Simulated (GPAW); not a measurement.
NaCu:

```xyz
2
Lattice="2.9422 0.0000 0.0000 0.0000 2.9422 0.0000 0.0000 0.0000 4.0409" Properties=species:S:1:pos:R:3 pbc="T T T"
Na    0.0000    0.0000    0.0000
Cu    1.4711    1.4711    2.0205
```

The cell was built by a generator and needn't be a form met in nature.

Base run:

```yaml
Program: GPAW 26.7.0
Functional: BLYP
Potentials_or_basis: PAW data sets generated in the run's folder for this functional
Cutoff: 800 eV
Basis: pw
k_mesh: 9 × 9 × 7
Occupations: fermi-dirac, width 0.05 eV
Spin: no spin polarisation
```

Its results: pressure 4.4 GPa.

**Question.** After a change of settings the same cell gave: pressure 0.7 GPa. Which change was it?
A. functional from BLYP to PBE; potentials or basis from PAW data sets generated in the run's folder for this functional to GPAW PAW data sets (gpaw-data 1.2.1)
B. functional from BLYP to revPBE; potentials or basis from PAW data sets generated in the run's folder for this functional to the program's PAW data sets (release 1.2.1) made for this functional
C. functional from BLYP to PBEsol
D. functional from BLYP to LDA; potentials or basis from PAW data sets generated in the run's folder for this functional to the program's PAW data sets (release 1.2.1) made for this functional

**Answer.** C.

PBEsol binds more tightly than BLYP, so the same cell stands under less pressure.

Caveats: with this Cu data set, volumes or pressures lay over 1.5 % or 2 GPa off other programs in two to four cells of ten.
